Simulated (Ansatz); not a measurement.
# C₂H₆NSi radical: one species, many methods

Aim: compute C₂H₆NSi radical with functionals from several rungs and with coupled cluster, and see how far each lands from CCSD(T) at the basis-set limit for the atomisation energy.

Program: Ansatz 0.2.0, Gaussian basis. Level of theory: functionals in def2-TZVPP, the program's frozen cores in correlated methods. These are calculated values, not measurements.

The runs, in order: LDA (SPW92), PBE-D4, revPBE-D4, BLYP-D4, r2SCAN-D4, B97M-V, PBE0-D4, B3LYP-D4, r2SCANh-D4, r2SCAN0-D4, HSE06-D4, BHLYP-D4, CAM-B3LYP-D4, LC-ωPBE, ωB97X-V, ωB97M-V, B2PLYP, PBE-QIDH; CCSD(T)/def2-SVP; CCSD(T)/def2-TZVPP; MP2/def2-QZVPP; extrapolation to the limit; RPA on PBE.

## Step 1: Structure used throughout

The geometry comes from an earlier relaxation with PBE0-D4 in a triple-zeta def2 set; it is a stationary point, not always the lowest conformer.

SMILES `C=C[N][SiH3]`, 10 atoms, charge 0, spin multiplicity 2.

Atoms are counted from 1 here; the program's logs count them from 0.

Bond lengths: C1–C2 1.397 Å, C1–H5 1.083 Å, C1–H6 1.083 Å, C2–N3 1.300 Å, C2–H7 1.100 Å, N3–Si4 1.734 Å, Si4–H8 1.485 Å, Si4–H9 1.485 Å, Si4–H10 1.495 Å. Angles: C2–C1–H5 119.4°, C2–C1–H6 121.2°, H5–C1–H6 119.4°, C1–C2–N3 121.7°, C1–C2–H7 116.7°, N3–C2–H7 121.7°, C2–N3–Si4 124.1°, N3–Si4–H8 108.3°, N3–Si4–H9 108.3°, N3–Si4–H10 112.9°, H8–Si4–H9 109.0°, H8–Si4–H10 109.2°, H9–Si4–H10 109.2°.

Coordinates:

```csv
atom,x (Å),y (Å),z (Å)
C1,-0.56397,2.07383,-0.15417
C2,-0.02291,0.83552,0.20104
N3,-0.29516,-0.24539,-0.46752
Si4,0.34075,-1.81230,-0.08235
H5,-1.22771,2.13936,-1.00763
H6,-0.33205,2.96978,0.40803
H7,0.64535,0.82129,1.07527
H8,1.09520,-2.31112,-1.26070
H9,-0.80046,-2.72565,0.18216
H10,1.24396,-1.79663,1.10887
```

## Step 2: LDA

This LDA is Slater exchange with PW92 correlation.

in.yaml

```yaml
crystal:
  periodic: [false, false, false]
  atoms:
    - {symbol: C, position_ang: [-0.563967, 2.073834, -0.154169]}
    - {symbol: C, position_ang: [-0.022912, 0.835520, 0.201041]}
    - {symbol: N, position_ang: [-0.295164, -0.245391, -0.467522]}
    - {symbol: Si, position_ang: [0.340754, -1.812300, -0.082350]}
    - {symbol: H, position_ang: [-1.227709, 2.139364, -1.007633]}
    - {symbol: H, position_ang: [-0.332049, 2.969779, 0.408035]}
    - {symbol: H, position_ang: [0.645352, 0.821291, 1.075266]}
    - {symbol: H, position_ang: [1.095197, -2.311120, -1.260699]}
    - {symbol: H, position_ang: [-0.800463, -2.725649, 0.182163]}
    - {symbol: H, position_ang: [1.243959, -1.796628, 1.108868]}
basis:
  gaussian: {orbitals: def2-TZVPP}
magnetization: {spin_polarized: true, initial_magnetization: 1}
hamiltonian: {xc: lda}
output: {orbitals: {seedname: orbitals}}
```

Launch:

```bash
ansatz run in.yaml --threads 4 --pin off --events-out ev --progress --plain --max-ram 10444MiB
```

The runs that follow: PBE-D4 (GGA); revPBE-D4 (GGA); BLYP-D4 (GGA); r2SCAN-D4 (meta-GGA); B97M-V (meta-GGA); PBE0-D4 (hybrid); B3LYP-D4 (hybrid); r2SCANh-D4 (hybrid); r2SCAN0-D4 (hybrid); HSE06-D4 (hybrid); BHLYP-D4 (hybrid); CAM-B3LYP-D4 (range-separated); LC-ωPBE (range-separated); ωB97X-V (range-separated); ωB97M-V (range-separated); B2PLYP (double hybrid); PBE-QIDH (double hybrid); CCSD(T) in def2-SVP; CCSD(T) in def2-TZVPP; MP2 in def2-QZVPP; RPA on PBE orbitals.

Q: Predict the results of all the runs planned. Wanted: atomisation energy, CCSD(T)/CBS; farthest beyond LDA; mean size of error, GGA; mean size of error, meta-GGA; mean size of error, hybrid; mean size of error, range-separated; mean size of error, double hybrid; gap, smallest and largest; T1 diagnostic.

The runs gave:

| quantity | value |
| --- | --- |
| atomisation energy, CCSD(T)/CBS | 858.2 kcal/mol |
| functionals within 4.3 kcal/mol (0.5 %) | revPBE-D4, r2SCANh-D4, LC-ωPBE, B2PLYP |
| farthest beyond LDA | PBE-D4 (+21.3 kcal/mol) |
| mean size of error, GGA | 11.1 kcal/mol |
| mean size of error, meta-GGA | 7.5 kcal/mol |
| mean size of error, hybrid | 7.2 kcal/mol |
| mean size of error, range-separated | 6.1 kcal/mol |
| mean size of error, double hybrid | 5.0 kcal/mol |
| gap, smallest and largest | 1.01 eV (LDA (SPW92)), 9.05 eV (LC-ωPBE) |
| T1 diagnostic | 0.0268 |
| triples share of the correlation energy | 4.0 % |

**Reading.** LDA overbinds by 120.7 kcal/mol (14 %). PBE-D4 misses by +21.3 kcal/mol. Double hybrids carry the basis error of their MP2 part in triple zeta, and no dispersion term here, so their miss is partly the set-up's. Taken by rung, double hybrid functionals do best (5.0 kcal/mol on average) and GGA ones worst beyond LDA (11.1 kcal/mol). meta-GGA functionals lie within the reference's doubt of that worst mean (7.5 kcal/mol), so those two tie. The gap between the best rungs is small, so their order is not settled. The reference freezes the cores and leaves out relativity and excitations past (T), so misses under about 4.3 kcal/mol can't be ranked. Hartree-Fock recovers 74 % of the binding; the rest is correlation. CCSD(T) in def2-SVP is off by -48.1 kcal/mol, so the small basis spoils what the method gains. The gap grows from 1.0 to 9.1 eV across the functionals, mostly with the share of exact exchange. The UHF reference is spin-contaminated (⟨S²⟩ = 0.94 against 0.75).
